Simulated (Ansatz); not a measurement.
Task: a rigid scan of one bond length of ClFH4Si2, SMILES F[SiH2][SiH2]Cl, with Ansatz 0.2.0, Python API. Give the script and its output. Level of theory (for the species named): B3LYP, 6-31G* basis, multiplicity 1.

```xyz
8

F    -1.5574    1.6019    0.4721
Si   -0.1641    1.1609   -0.0482
Si   -0.0019   -1.1258    0.0658
Cl    1.9492   -1.7474   -0.5704
H     0.0177    1.6296   -1.4658
H     0.8688    1.8482    0.7941
H    -0.9447   -1.8180   -0.7735
H    -0.0755   -1.6065    1.4702
```

`scan.py`
```python
import ansatz as az
import numpy as np

geometry = (
    az.Crystal.molecule()
    .atom('F', (-1.5574, 1.6019, 0.4721))
    .atom('Si', (-0.1641, 1.1609, -0.0482))
    .atom('Si', (-0.0019, -1.1258, 0.0658))
    .atom('Cl', (1.9492, -1.7474, -0.5704))
    .atom('H', (0.0177, 1.6296, -1.4658))
    .atom('H', (0.8688, 1.8482, 0.7941))
    .atom('H', (-0.9447, -1.818, -0.7735))
    .atom('H', (-0.0755, -1.6065, 1.4702))
)

symbols = [site.symbol for site in geometry.cartesian_sites]
start = np.array([site.position_ang for site in geometry.cartesian_sites])
axis = (start[3] - start[2]) / np.linalg.norm(start[3] - start[2])
moving = [3]
lengths, energies = [1.887, 1.973, 2.059, 2.144, 2.23, 2.316, 2.402, 2.53], []
for length in lengths:
    xyz = start.copy()
    xyz[moving] += (length - np.linalg.norm(start[3] - start[2])) * axis
    point = az.Crystal.molecule()
    for symbol, place in zip(symbols, xyz):
        point = point.atom(symbol, place.tolist())
    job = point.calculation()
    job = job.basis(gaussian='6-31G*')
    job = job.functional('b3lyp')
    rep = job.run().report
    energies.append(rep['free_energy_ev'])
    print(f'r = {length:6.3f} A  E = {energies[-1]:.5f} eV  <S^2> = {abs(rep["mean_field"]["state"]["spin_squared"]):.3f}')

fit = np.polynomial.Polynomial.fit(lengths, np.array(energies) - min(energies), 4).convert()
roots = [r.real for r in fit.deriv().roots() if abs(r.imag) < 1e-9 and fit.deriv(2)(r.real) > 0]
r_e = min(roots, key=lambda r: abs(r - lengths[int(np.argmin(energies))]))
print(f'minimum of the fit at {r_e:.4f} A, force constant {fit.deriv(2)(r_e):.2f} eV/A^2')
```

Running `python scan.py` prints:
```text
r =  1.887 A  E = -31061.82470 eV  <S^2> = 0.000
r =  1.973 A  E = -31062.17946 eV  <S^2> = 0.000
r =  2.059 A  E = -31062.32374 eV  <S^2> = 0.000
r =  2.144 A  E = -31062.32264 eV  <S^2> = 0.000
r =  2.230 A  E = -31062.22225 eV  <S^2> = 0.000
r =  2.316 A  E = -31062.05567 eV  <S^2> = 0.000
r =  2.402 A  E = -31061.84741 eV  <S^2> = 0.000
r =  2.530 A  E = -31061.49656 eV  <S^2> = 0.000
minimum of the fit at 2.0993 A, force constant 16.74 eV/A^2
```

What to keep in mind:
- Total energies depend on the basis set; only differences at equal settings carry meaning.
- The rest of the molecule is held rigid at a force-field or estimated start geometry, and the basis set is modest; single-reference methods fail as a bond breaks.
- b3lyp holds the VWN-RPA fit, as in Gaussian; the form of ORCA and Turbomole is b3lyp5.
- The orbitals are restricted, so S² is zero by construction.
- Run time: 20 s on 1 thread of Arm Neoverse V2, on a shared host, peak memory 0.22 GiB.
